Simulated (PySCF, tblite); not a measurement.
**BF₅S₃Si₂, a fragment of a glass network (3-ring): NMR shifts, core binding energies and electronic excitations**

What NMR shifts, core binding energies and electronic excitations should one expect for `FB1S[Si](F)(F)S[Si](F)(F)S1`? It is drawn as: B3 Si Si, F ends, S bridges.

Programs: tblite 0.8.0 and PySCF 2.14.0. All values are calculated, for the isolated system unless a continuum is named. Atoms count from 0, parts from 1.

### Step 1. The system as given

11 atoms, charge 0, multiplicity 1; geometry: distance geometry start.

### Step 2. Geometry optimisation with GFN2-xTB

Job settings and geometry (Å):

```
{"job": {"kind": "relax", "xc": "GFN2-xTB", "basis": "xTB"}, "charge": 0, "multiplicity": 1}
F      0.507804     1.395841    -5.044299
Si     0.183495     0.276322    -3.818488
F     -0.197814    -1.232513    -4.484495
S      1.942091     0.055521    -2.568359
Si     2.015647     0.508230    -0.456018
F      3.117633     1.722116    -0.189526
F      2.450938    -0.864768     0.381768
S      0.062140     1.174803     0.176004
B     -1.567347     0.878235    -0.736084
F     -2.725221     1.393865    -0.164175
S     -1.463219     0.967769    -2.627807
```

Level: GFN2-xTB geometry optimisation, gas phase.

On the command line:

```
$ OMP_NUM_THREADS=1 python cluster_run.py task.json out
```

This one command runs all jobs of the session in turn.

**Question.** The jobs that follow are: PBE0-D3(BJ)/def2-SVP geometry optimisation, gas phase; GIAO PBE0/pcSseg-1 NMR shielding, non-relativistic, gas phase; delta-SCF UKS SCAN, pcX-2 on the ionised atom, pcseg-1 elsewhere, spin-free X2C; TDDFT CAM-B3LYP/def2-SVPD, vertical, gas phase, core orbitals frozen in the response. Predict: point group; rotational constants (main isotopes); $^{19}$F shifts against CFCl3 (PBE0/pcSseg-1, means over atoms taken as alike); $^{29}$Si shifts against TMS (PBE0/pcSseg-1, means over atoms taken as alike); $^{33}$S shifts against CS2 (PBE0/pcSseg-1, means over atoms taken as alike); $^{11}$B shifts against BF3·OEt2 (PBE0/pcSseg-1); F1s binding energies, SCAN/pcX-2 (standing for 3 of 5 atoms); Si2p binding energies, SCAN/pcX-2; S2p binding energies, SCAN/pcX-2 (standing for 2 of 3 atoms); B1s binding energies, SCAN/pcX-2; lowest singlet (CAM-B3LYP/def2-SVPD); lowest triplet; vertical ionisation energy (ΔSCF); vertical electron affinity (ΔSCF).

**Answer**, as computed:

```
                                                                      quantity                                            value
                                                                   point group                                               Cs
                                          rotational constants (main isotopes)                             0.66, 0.57, 0.37 GHz
$^{19}$F shifts against CFCl3 (PBE0/pcSseg-1, means over atoms taken as alike)                          -4.3, -81.4, -120.5 ppm
 $^{29}$Si shifts against TMS (PBE0/pcSseg-1, means over atoms taken as alike)                                         -2.1 ppm
  $^{33}$S shifts against CS2 (PBE0/pcSseg-1, means over atoms taken as alike)                                    -52, -150 ppm
                              $^{11}$B shifts against BF3·OEt2 (PBE0/pcSseg-1)                                         45.8 ppm
                  F1s binding energies, SCAN/pcX-2 (standing for 3 of 5 atoms)                          F9 693.74, F0 693.43 eV
                                             Si2p binding energies, SCAN/pcX-2                                    Si1 110.54 eV
                  S2p binding energies, SCAN/pcX-2 (standing for 2 of 3 atoms)                                     S7 170.65 eV
                                              B1s binding energies, SCAN/pcX-2                                     B8 199.29 eV
                                          lowest singlet (CAM-B3LYP/def2-SVPD)                      6.15 eV (201 nm), f = 0.084
                                                                lowest triplet                                          5.47 eV
                                             vertical ionisation energy (ΔSCF)                                         10.84 eV
                                             vertical electron affinity (ΔSCF)  0.00 eV (unbound: the value hangs on the basis)
```

What this shows: The start of the PBE0/def2-SVP relaxation was shaken at random by about 0.01 Å, so part of the energy gained, and of the first lengths quoted, undoes that. Over 5 steps the energy fell by 0.092 eV; of the close pairs, Si1–S3 changed most, 2.147 to 2.114 Å (PBE0/def2-SVP). No frequency check was run at this level, so the end point may be a saddle. At PBE0/pcSseg-1: Shielding is most anisotropic at F9 (span 357 ppm, paramagnetic term -281 ppm). At SCAN/pcX-2: The F1s levels kept as sound span 0.31 eV, from F0 (fluorine bonded to Si) up to F9 (fluorine bonded to B). Only 3 of the 5 F atoms are covered by sound results. The first singlet state (HOMO→LUMO 0.95) lies at 6.15 eV and is bright. The lowest triplet lies 0.68 eV below the lowest singlet (triplets in Tamm-Dancoff, singlets in full TDDFT). ΔSCF puts the ionisation energy at 10.84 eV, 0.73 eV above −ε(HOMO). A capped cluster stands for the solid here, so long-range fields and strain are missing, and bands or shifts of the capping hydrogens have no counterpart in it.
